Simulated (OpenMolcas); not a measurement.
# Rh⁴⁺ among point charges: CASSCF and CASPT2 levels and susceptibility

How does a field of 4 point charges split the states of Rh⁴⁺, and what χT follows?

The numbers are computed with OpenMolcas 26.06 (state-averaged CASSCF and CASPT2, spin-orbit coupling by RASSI with atomic mean-field integrals), except any that are marked as measured or tabulated.

### 1 The atom as given

* Species: Rh⁴⁺ (rhodium, Z = 45, 41 electrons)
* Basis: ANO-RCC-VDZP [6s5p3d1f], 43 functions
* Scalar Hamiltonian: DKH2, point nucleus
* Inactive shells: 1s 2s 2p 3s 3p 3d 4s 4p
* Active space: 5 electrons in 5 orbitals (4d)
* Some configurations of this space: 4d⁵
* Orbitals: optimised for each spin and parity, averaged over all roots

The outer shells:

4d5
```
4d [↑ ][↑ ][↑ ][↑ ][↑ ]
```

The ion sits among 4 point charges of -2.5 e arranged as a tetrahedron (Td), 1.9 Å from the ion.

The work runs as a chain of OpenMolcas steps in one folder; each step below is one input file. Labels, J, g values, rates, χT and fits are worked out afterwards by a script from the matrices that RASSI stores.

### 2 Basis and integrals

a.inp

```
&GATEWAY
Coord
1

Rh 0.0 0.0 0.0
Basis=ANO-RCC-VDZP
Group=NoSym
NoMove
AngMom=0.0 0.0 0.0
AMFI
XField
4 Angstrom 0
1.096966 1.096966 1.096966 -2.500000
1.096966 -1.096966 -1.096966 -2.500000
-1.096966 1.096966 -1.096966 -2.500000
-1.096966 -1.096966 1.096966 -2.500000
&SEWARD
```

Started as:

```sh
$ OMP_NUM_THREADS=1 MOLCAS_MEM=1689 MOLCAS_PROJECT=a pymolcas a.inp > a.log
```

### 3 CASSCF: sextets, 1 root

a.inp

```
&RASSCF
FileOrb=start.orb
Symmetry=1
Spin=6
nActEl=5 0 0
Inactive=18
Ras2=5
CIRoot=1 1 1
SDav=1
CIMx=300
Iter=120 100
PrWF=0.3
OrbListing=Nothing
MaxOrb=0
>>> COPY $Project.JobIph JOB001
```

start.orb holds the contracted functions of the basis, ordered by shell, or the orbitals of the step before.

### 4 Reference wave functions, quartets, 24 roots

a.inp

```
&RASSCF
FileOrb=start.orb
Symmetry=1
Spin=4
nActEl=5 0 0
Inactive=18
Ras2=5
CIRoot=24 24 1
SDav=24
CIMx=300
Iter=120 100
PrWF=0.3
OrbListing=Nothing
MaxOrb=0
>>> COPY $Project.JobIph JOB002
```

### 5 CASSCF: doublets, 75 roots

a.inp

```
&RASSCF
FileOrb=start.orb
Symmetry=1
Spin=2
nActEl=5 0 0
Inactive=18
Ras2=5
CIRoot=75 75 1
SDav=75
CIMx=300
Iter=120 100
PrWF=0.3
OrbListing=Nothing
MaxOrb=0
>>> COPY $Project.JobIph JOB003
```

### 6 State interaction with spin-orbit coupling

a.inp

```
&RASSI
NrOfJobIphs=3 1 24 75
1
1 2 3 4 5 6 7 8 9 10 11 12 13 14 15 16 17 18 19 20 21 22 23 24
1 2 3 4 5 6 7 8 9 10 11 12 13 14 15 16 17 18 19 20 21 22 23 24 25 26 27
28 29 30 31 32 33 34 35 36 37 38 39 40 41 42 43 44 45 46 47 48 49 50 51
52 53 54 55 56 57 58 59 60 61 62 63 64 65 66 67 68 69 70 71 72 73 74 75
IphNames
JOB001
JOB002
JOB003
EJob
SpinOrbit
DIPRint=1.0
SOCoupling=1000.0
Subsets=2
Property=9
'ANGMOM' 1 'ANGMOM' 2 'ANGMOM' 3 'MLTPL  1' 1 'MLTPL  1' 2 'MLTPL  1' 3
'AMFI' 1 'AMFI' 2 'AMFI' 3
SOProperty=3
'ANGMOM' 1 'ANGMOM' 2 'ANGMOM' 3
```

### 7 CASPT2: IPEA 0.25, imaginary shift 0.1 (closed shells correlated: 4s 4p)

a.inp

```
>>> COPY JOB001 $Project.JobIph
&CASPT2
Multistate=1 1
Frozen=14
IPEA=0.25
Imaginary=0.1
MaxIter=60
WThr=0.0 0.3 0.05
PrWF=0.5
NoMix
>>> COPY JOB002 $Project.JobIph
&CASPT2
Multistate=24 1 2 3 4 5 6 7 8 9 10 11 12 13 14 15 16 17 18 19 20 21 22
23 24
NoMult
Frozen=14
IPEA=0.25
Imaginary=0.1
MaxIter=60
WThr=0.0 0.3 0.05
PrWF=0.5
NoMix
>>> COPY JOB003 $Project.JobIph
&CASPT2
Multistate=75 1 2 3 4 5 6 7 8 9 10 11 12 13 14 15 16 17 18 19 20 21 22
23 24 25 26 27 28 29 30 31 32 33 34 35 36 37 38 39 40 41 42 43 44 45 46
47 48 49 50 51 52 53 54 55 56 57 58 59 60 61 62 63 64 65 66 67 68 69 70
71 72 73 74 75
NoMult
Frozen=14
IPEA=0.25
Imaginary=0.1
MaxIter=60
WThr=0.0 0.3 0.05
PrWF=0.5
NoMix
```

(Steps that only read results are left out.)

**Question.** What will these runs give? Wanted: spin-free ground state; lowest level; next level.

The runs gave:

| quantity | value |
| --- | --- |
| method | SS-CASPT2, IPEA 0.25, imaginary shift 0.1 (closed shells correlated: 4s 4p) |
| spin-free ground state | 6A1, 1-fold in its orbital part |
| lowest level | 6-fold |
| next level | 25796.3 cm⁻¹ |
| χT at 300 K | 4.36 cm³ K/mol |
| effective moment at 300 K | 5.91 μB |

Cost by method:

| method | time of its own steps | time with the reference |
| --- | --- | --- |
| A. CASSCF | 20 s | 20 s |
| B. SS-CASPT2, IPEA 0.25, imaginary shift 0.1, +4s 4p | 6.1 s | 26 s |

Times are of one thread on a shared host.

What this shows: The spin-free ground state (6A1) comes to 100 % from free-ion S terms and keeps the highest spin of the shell. χT at 300 K is 4.36, against 4.39 cm³ K/mol for the spin alone, as a half-filled shell (L = 0) has no orbital moment. An active space of the d shell alone favours high spin; real ions in strong fields can be low spin. A ligand-field fit to the states below 45000 cm-1 gives 10Dq = -3083 cm-1, B = 779 cm-1 and C = 3828 cm-1 (C/B = 4.91), with a deviation of 619 cm-1. CASPT2 does not keep the components of a term degenerate, and the means are used. The field of point charges can differ much from that of real complexes. Point charges carry no covalency, so the field is a model and not that of real ligands.
